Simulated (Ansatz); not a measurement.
# SnH₄O₂ + HCl: a complex and its separated parts, part 2 of 3

Ansatz 0.2.0, Gaussian basis.

**9. PBE0-D4/def2-TZVPP**

The inputs:

parta/in.yaml

```yaml
crystal:
  periodic: [false, false, false]
  atoms:
    - {symbol: Sn, position_ang: [-0.829643, 0.262200, -0.982052]}
    - {symbol: H, position_ang: [-0.629522, -1.018233, -2.087264]}
    - {symbol: H, position_ang: [-2.459207, 0.577312, -0.597821]}
    - {symbol: H, position_ang: [0.026280, 1.668416, -1.407401]}
    - {symbol: O, position_ang: [0.018720, -0.465491, 0.676485]}
    - {symbol: O, position_ang: [-0.077812, 0.637409, 1.603673]}
    - {symbol: H, position_ang: [-0.522781, 0.209923, 2.344621]}
basis:
  gaussian: {orbitals: def2-TZVPP}
hamiltonian: {xc: pbe0, dispersion: d4}
output: {orbitals: {seedname: orbitals}}
```

partb/in.yaml

```yaml
crystal:
  periodic: [false, false, false]
  atoms:
    - {symbol: Cl, position_ang: [2.830061, -1.058496, 0.019967]}
    - {symbol: H, position_ang: [1.643804, -0.812844, 0.429793]}
basis:
  gaussian: {orbitals: def2-TZVPP}
hamiltonian: {xc: pbe0, dispersion: d4}
output: {orbitals: {seedname: orbitals}}
```

One command serves all of them, each in its own folder.

Started as:

```console
ansatz run in.yaml --threads 4 --pin off --events-out ev --progress --plain --max-ram 9574MiB
```

Log of parta, shortened:

```text
Functional definition: PBE0
  name "PBE0"
  cite "Adamo & Barone, J. Chem. Phys. 110, 6158 (1999) doi:10.1063/1.478522"
  cite "Perdew, Burke & Ernzerhof, Phys. Rev. Lett. 77, 3865 (1996) doi:10.1103/PhysRevLett.77.3865"
  parent pbe
[...]
999 factors; their error is unknown
[...]
mean field -9985.19709528 eV, -366.9492250420 hartree, gradient 8.4e-5 eV, S^2 0.000000; 0 other end points of the search recorded, 0 dependent functions left out
reference -9985.19712753 eV, -366.9492262271 hartree; 21, 21 occupied and 147, 147 virtual orbitals, 999 factors
Total energy: -9985.28447384 eV, -366.9524361447 hartree
```

Output in partb, shortened:

```text
[... 5 set-up lines as earlier in the session ...]
[...]
384 factors; their error is unknown
[...]
mean field -12535.34597539 eV, -460.6654678330 hartree, gradient 3.7e-5 eV, S^2 0.000000; 0 other end points of the search recorded, 0 dependent functions left out
reference -12535.34599104 eV, -460.6654684079 hartree; 9, 9 occupied and 47, 47 virtual orbitals, 384 factors
Total energy: -12535.35056895 eV, -460.6656366430 hartree
```

They took 0.95 s (parta), 0.15 s (partb) on 4 threads of Intel Xeon Platinum 8375C at 2.90GHz, shared host.

**10. B3LYP-D4/def2-TZVPP**

Each input of step 9 (parta, partb) changes in the same lines:

```diff
-hamiltonian: {xc: pbe0, dispersion: d4}
-output: {orbitals: {seedname: orbitals}}
+hamiltonian: {xc: {name: B3LYP}, dispersion: d4}
```

Each run has its own folder and the same command.

Started as:

```console
ansatz run in.yaml --threads 4 --pin off --events-out ev --progress --plain --max-ram 9574MiB
```

parta printed, shortened:

```text
Functional definition: B3LYP
  name "B3LYP"
  cite "Stephens, Devlin, Chabalowski & Frisch, J. Phys. Chem. 98, 11623 (1994) doi:10.1021/j100096a001"
[... 2 set-up lines as earlier in the session ...]
  cite "Vosko, Wilk & Nusair, Can. J. Phys. 58, 1200 (1980) doi:10.1139/p80-159"
[...]
970 factors; their error is unknown
[...]
mean field -9991.65807922 eV, -367.1866618222 hartree, gradient 8.0e-5 eV, S^2 0.000000; 0 other end points of the search recorded, 0 dependent functions left out
reference -9991.65833548 eV, -367.1866712396 hartree; 21, 21 occupied and 147, 147 virtual orbitals, 970 factors
Total energy: -9991.82803405 eV, -367.1929075471 hartree
```

Log of partb, shortened:

```text
[... 6 set-up lines as earlier in the session ...]
[...]
372 factors; their error is unknown
[...]
mean field -12539.99363325 eV, -460.8362661088 hartree, gradient 4.5e-5 eV, S^2 0.000000; 0 other end points of the search recorded, 0 dependent functions left out
reference -12539.99378530 eV, -460.8362716967 hartree; 9, 9 occupied and 47, 47 virtual orbitals, 372 factors
Total energy: -12540.00297192 eV, -460.8366092989 hartree
```

Times: 0.95 s (parta), 0.15 s (partb) on 4 threads of Intel Xeon Platinum 8375C at 2.90GHz, shared host.

**11. r2SCAN0-D4/def2-TZVPP**

The same edit goes into each in.yaml of step 10 (parta, partb):

```diff
-hamiltonian: {xc: {name: B3LYP}, dispersion: d4}
+hamiltonian: {xc: {name: r2SCAN0}, dispersion: d4}
```

The same command starts each run, in its folder.

Started as:

```console
ansatz run in.yaml --threads 4 --pin off --events-out ev --progress --plain --max-ram 9574MiB
```

parta printed, shortened:

```text
Functional definition: r2SCAN0
  name "r2SCAN0"
  cite "Bursch, Neugebauer, Ehlert & Grimme, J. Chem. Phys. 156, 134105 (2022) doi:10.1063/5.0086040"
[... 3 set-up lines as earlier in the session ...]
[...]
999 factors; their error is unknown
[...]
mean field -9988.10242116 eV, -367.0559937988 hartree, gradient 5.2e-5 eV, S^2 0.000000; 0 other end points of the search recorded, 0 dependent functions left out
reference -9988.10243169 eV, -367.0559941854 hartree; 21, 21 occupied and 147, 147 virtual orbitals, 999 factors
Total energy: -9988.13090894 eV, -367.0570407052 hartree
```

Log of partb, shortened:

```text
[... 6 set-up lines as earlier in the session ...]
[...]
384 factors; their error is unknown
[...]
mean field -12538.53747063 eV, -460.7827531198 hartree, gradient 4.5e-6 eV, S^2 0.000000; 0 other end points of the search recorded, 0 dependent functions left out
reference -12538.53747489 eV, -460.7827532761 hartree; 9, 9 occupied and 47, 47 virtual orbitals, 384 factors
Total energy: -12538.53892841 eV, -460.7828066921 hartree
```

Wall times: 1.4 s (parta), 0.35 s (partb) on 4 threads of Intel Xeon Platinum 8375C at 2.90GHz, shared host.

**12. BHLYP-D4/def2-TZVPP**

The same edit goes into each in.yaml of step 11 (parta, partb):

```diff
-hamiltonian: {xc: {name: r2SCAN0}, dispersion: d4}
+hamiltonian: {xc: {name: BHLYP}, dispersion: d4}
```

One command serves all of them, each in its own folder.

Started as:

```console
ansatz run in.yaml --threads 4 --pin off --events-out ev --progress --plain --max-ram 9574MiB
```

Output in parta, shortened:

```text
Functional definition: BHLYP
  name "BHLYP"
  cite "Becke, J. Chem. Phys. 98, 1372 (1993) doi:10.1063/1.464304"
[... 2 set-up lines as earlier in the session ...]
[...]
1074 factors; their error is unknown
[...]
mean field -9985.31996425 eV, -366.9537403931 hartree, gradient 3.5e-5 eV, S^2 0.000000; 0 other end points of the search recorded, 0 dependent functions left out
reference -9985.32013206 eV, -366.9537465602 hartree; 21, 21 occupied and 147, 147 virtual orbitals, 1074 factors
Total energy: -9985.45510746 eV, -366.9587068146 hartree
```

partb printed, shortened:

```text
[... 5 set-up lines as earlier in the session ...]
[...]
403 factors; their error is unknown
[...]
mean field -12539.47115063 eV, -460.8170652267 hartree, gradient 2.7e-5 eV, S^2 0.000000; 0 other end points of the search recorded, 0 dependent functions left out
reference -12539.47125412 eV, -460.8170690302 hartree; 9, 9 occupied and 47, 47 virtual orbitals, 403 factors
Total energy: -12539.47730054 eV, -460.8172912318 hartree
```

They took 0.85 s (parta), 0.15 s (partb) on 4 threads of Intel Xeon Platinum 8375C at 2.90GHz, shared host.

**13. CAM-B3LYP-D4/def2-TZVPP**

Each input of step 12 (parta, partb) changes in the same lines:

```diff
-hamiltonian: {xc: {name: BHLYP}, dispersion: d4}
+hamiltonian: {xc: {name: CAM-B3LYP}, dispersion: d4}
```

The same command starts each run, in its folder.

Started as:

```console
ansatz run in.yaml --threads 4 --pin off --events-out ev --progress --plain --max-ram 9574MiB
```

Log of parta, shortened:

```text
Functional definition: CAM-B3LYP
  name "CAM-B3LYP"
  cite "Yanai, Tew & Handy, Chem. Phys. Lett. 393, 51 (2004) doi:10.1016/j.cplett.2004.06.011"
  cite "Iikura, Tsuneda, Yanai & Hirao, J. Chem. Phys. 115, 3540 (2001) doi:10.1063/1.1383587"
[... 2 set-up lines as earlier in the session ...]
[...]
  # Exact exchange under (alpha + beta erf(omega r))/r, Becke's under what is left of 1/r.
[...]
970 factors; their error is unknown
231 factors; integrals over basis functions are off by at most 9.8e-6 eV
[...]
mean field -9987.80920337 eV, -367.0452182437 hartree, gradient 4.8e-5 eV, S^2 0.000000; 0 other end points of the search recorded, 0 dependent functions left out
reference -9987.80932739 eV, -367.0452228013 hartree; 21, 21 occupied and 147, 147 virtual orbitals, 970 factors
Total energy: -9987.89808966 eV, -367.0484847547 hartree
```

partb printed, shortened:

```text
[... 6 set-up lines as earlier in the session ...]
[...]
  # Exact exchange under (alpha + beta erf(omega r))/r, Becke's under what is left of 1/r.
[...]
372 factors; their error is unknown
66 factors; integrals over basis functions are off by at most 7.5e-5 eV
[...]
mean field -12539.88293921 eV, -460.8321981779 hartree, gradient 2.6e-5 eV, S^2 0.000000; 0 other end points of the search recorded, 0 dependent functions left out
reference -12539.88301348 eV, -460.8322009074 hartree; 9, 9 occupied and 47, 47 virtual orbitals, 372 factors
Total energy: -12539.88749512 eV, -460.8323656045 hartree
```

They took 1.1 s (parta), 0.2 s (partb) on 4 threads of Intel Xeon Platinum 8375C at 2.90GHz, shared host.

**14. wB97X-V/def2-TZVPP**

The same edit goes into each in.yaml of step 13 (parta, partb):

```diff
-hamiltonian: {xc: {name: CAM-B3LYP}, dispersion: d4}
+hamiltonian: {xc: {name: wB97X-V}}
```

One command serves all of them, each in its own folder.

Started as:

```console
ansatz run in.yaml --threads 4 --pin off --events-out ev --progress --plain --max-ram 9574MiB
```

Log of parta, shortened:

```text
Functional definition: wB97X-V
  name "wB97X-V"
  cite "Mardirossian & Head-Gordon, Phys. Chem. Chem. Phys. 16, 9904 (2014) doi:10.1039/C3CP54374A"
[... 2 set-up lines as earlier in the session ...]
[...]
      + integral(e_c_pw_opposite_spin*poly(b97_u_opposite, cos0, cos1)) + vv10(b, c)
970 factors; their error is unknown
225 factors; integrals over basis functions are off by at most 7.5e-6 eV
[...]
mean field -9987.64175204 eV, -367.0390645209 hartree, gradient 2.4e-5 eV, S^2 0.000000; 0 other end points of the search recorded, 0 dependent functions left out
reference -9987.64174989 eV, -367.0390644417 hartree; 21, 21 occupied and 147, 147 virtual orbitals, 970 factors
Total energy: -9987.64174989 eV, -367.0390644417 hartree
```

Log of partb, shortened:

```text
[... 5 set-up lines as earlier in the session ...]
[...]
      + integral(e_c_pw_opposite_spin*poly(b97_u_opposite, cos0, cos1)) + vv10(b, c)
369 factors; their error is unknown
62 factors; integrals over basis functions are off by at most 9.0e-5 eV
[...]
mean field -12537.61272712 eV, -460.7487694226 hartree, gradient 5.7e-5 eV, S^2 0.000000; 0 other end points of the search recorded, 0 dependent functions left out
reference -12537.61272617 eV, -460.7487693877 hartree; 9, 9 occupied and 47, 47 virtual orbitals, 369 factors
Total energy: -12537.61272617 eV, -460.7487693877 hartree
```

Times: 2.4 s (parta), 0.35 s (partb) on 4 threads of Intel Xeon Platinum 8375C at 2.90GHz, shared host.

**15. wB97M-V/def2-TZVPP**

The same edit goes into each in.yaml of step 14 (parta, partb):

```diff
-hamiltonian: {xc: {name: wB97X-V}}
+hamiltonian: {xc: {name: wB97M-V}}
```

One command serves all of them, each in its own folder.

Started as:

```console
ansatz run in.yaml --threads 4 --pin off --events-out ev --progress --plain --max-ram 9574MiB
```

Output in parta, shortened:

```text
Functional definition: wB97M-V
  name "wB97M-V"
  cite "Mardirossian & Head-Gordon, J. Chem. Phys. 144, 214110 (2016) doi:10.1063/1.4952647"
[... 2 set-up lines as earlier in the session ...]
  # Of w^i u^j: cxij and so on, Table III.
[...]
  gx(w, u) = 1 - cx + cx01*u + cx10*w
[...]
      + integral(e_c_pw_mod_opposite_spin*gos(b97_w_opposite, b97_u_opposite)) + vv10(b, c)
970 factors; their error is unknown
225 factors; integrals over basis functions are off by at most 7.5e-6 eV
[...]
mean field -9986.74656861 eV, -367.0061671365 hartree, gradient 2.4e-5 eV, S^2 0.000000; 0 other end points of the search recorded, 0 dependent functions left out
reference -9986.74662258 eV, -367.0061691200 hartree; 21, 21 occupied and 147, 147 virtual orbitals, 970 factors
Total energy: -9986.74662258 eV, -367.0061691200 hartree
```

Log of partb, shortened:

```text
[... 5 set-up lines as earlier in the session ...]
  # Of w^i u^j: cxij and so on, Table III.
[...]
  gx(w, u) = 1 - cx + cx01*u + cx10*w
[...]
      + integral(e_c_pw_mod_opposite_spin*gos(b97_w_opposite, b97_u_opposite)) + vv10(b, c)
369 factors; their error is unknown
62 factors; integrals over basis functions are off by at most 9.0e-5 eV
[...]
mean field -12538.73838856 eV, -460.7901367176 hartree, gradient 5.7e-5 eV, S^2 0.000000; 0 other end points of the search recorded, 0 dependent functions left out
reference -12538.73841161 eV, -460.7901375646 hartree; 9, 9 occupied and 47, 47 virtual orbitals, 369 factors
Total energy: -12538.73841161 eV, -460.7901375646 hartree
```

Times: 2.5 s (parta), 0.35 s (partb) on 4 threads of Intel Xeon Platinum 8375C at 2.90GHz, shared host.

**16. B2PLYP/def2-TZVPP**

Each input of step 15 (parta, partb) changes in the same lines:

```diff
-hamiltonian: {xc: {name: wB97M-V}}
+hamiltonian: {xc: {name: B2PLYP}}
```

Each run has its own folder and the same command.

Started as:

```console
ansatz run in.yaml --threads 4 --pin off --events-out ev --progress --plain --max-ram 9574MiB
```

Output in parta, shortened:

```text
Functional definition: B2PLYP
  name "B2PLYP"
  cite "Grimme, J. Chem. Phys. 124, 034108 (2006) doi:10.1063/1.2148954"
[... 2 set-up lines as earlier in the session ...]
[...]
1178 factors; integrals over basis functions are off by at most 9.7e-4 eV
[...]
mean field -9973.80029770 eV, -366.5304004557 hartree, gradient 9.5e-6 eV, S^2 0.000000; 0 other end points of the search recorded, 0 dependent functions left out
6 core orbitals not correlated: weight in the atoms' cores, before any rotation towards them, 1.000 or more for the frozen orbitals, at most 0.000 for the correlated occupied ones
reference -9973.80045490 eV, -366.5304062329 hartree; 15, 15 occupied and 147, 147 virtual orbitals, 1178 factors
second order -26.98469359 eV of doubles, -0.00000000 eV of singles
Total energy: -9981.08632217 eV, -366.7981569166 hartree
```

Log of partb, shortened:

```text
[... 5 set-up lines as earlier in the session ...]
[...]
322 factors; integrals over basis functions are off by at most 1.4e-3 eV
[...]
mean field -12534.13735343 eV, -460.6210517953 hartree, gradient 9.7e-6 eV, S^2 0.000000; 0 other end points of the search recorded, 0 dependent functions left out
5 core orbitals not correlated: weight in the atoms' cores, before any rotation towards them, 1.000 or more for the frozen orbitals, at most 0.000 for the correlated occupied ones
reference -12534.13745019 eV, -460.6210553511 hartree; 4, 4 occupied and 47, 47 virtual orbitals, 322 factors
second order -6.68493558 eV of doubles, -0.00000000 eV of singles
Total energy: -12535.94238280 eV, -460.6873854009 hartree
```

Times: 1.8 s (parta), 0.2 s (partb) on 4 threads of Intel Xeon Platinum 8375C at 2.90GHz, shared host.

**17. PBE-QIDH/def2-TZVPP**

Each input of step 16 (parta, partb) changes in the same lines:

```diff
-hamiltonian: {xc: {name: B2PLYP}}
+hamiltonian: {xc: {name: PBE-QIDH}}
```

The same command starts each run, in its folder.

Started as:

```console
ansatz run in.yaml --threads 4 --pin off --events-out ev --progress --plain --max-ram 9574MiB
```

Output in parta, shortened:

```text
Functional definition: PBE-QIDH
  name "PBE-QIDH"
  cite "Brémond, Sancho-García, Pérez-Jiménez & Adamo, J. Chem. Phys. 141, 031101 (2014) doi:10.1063/1.4890314"
[... 1 set-up line as earlier in the session ...]
[...]
1178 factors; integrals over basis functions are off by at most 9.7e-4 eV
[...]
mean field -9970.83806987 eV, -366.4215405908 hartree, gradient 4.1e-6 eV, S^2 0.000000; 0 other end points of the search recorded, 0 dependent functions left out
6 core orbitals not correlated: weight in the atoms' cores, before any rotation towards them, 1.000 or more for the frozen orbitals, at most 0.000 for the correlated occupied ones
reference -9970.83808213 eV, -366.4215410417 hartree; 15, 15 occupied and 147, 147 virtual orbitals, 1178 factors
second order -25.06722301 eV of doubles, -0.00000000 eV of singles
Total energy: -9979.19382314 eV, -366.7286088598 hartree
```

partb printed, shortened:

```text
[... 4 set-up lines as earlier in the session ...]
[...]
322 factors; integrals over basis functions are off by at most 1.4e-3 eV
[...]
mean field -12531.03295135 eV, -460.5069671229 hartree, gradient 2.4e-6 eV, S^2 0.000000; 0 other end points of the search recorded, 0 dependent functions left out
5 core orbitals not correlated: weight in the atoms' cores, before any rotation towards them, 1.000 or more for the frozen orbitals, at most 0.000 for the correlated occupied ones
reference -12531.03295772 eV, -460.5069673570 hartree; 4, 4 occupied and 47, 47 virtual orbitals, 322 factors
second order -6.22516197 eV of doubles, -0.00000000 eV of singles
Total energy: -12533.10801171 eV, -460.5832241846 hartree
```

Times: 1.9 s (parta), 0.2 s (partb) on 4 threads of Intel Xeon Platinum 8375C at 2.90GHz, shared host.

(Continued in part 3 of 3.)
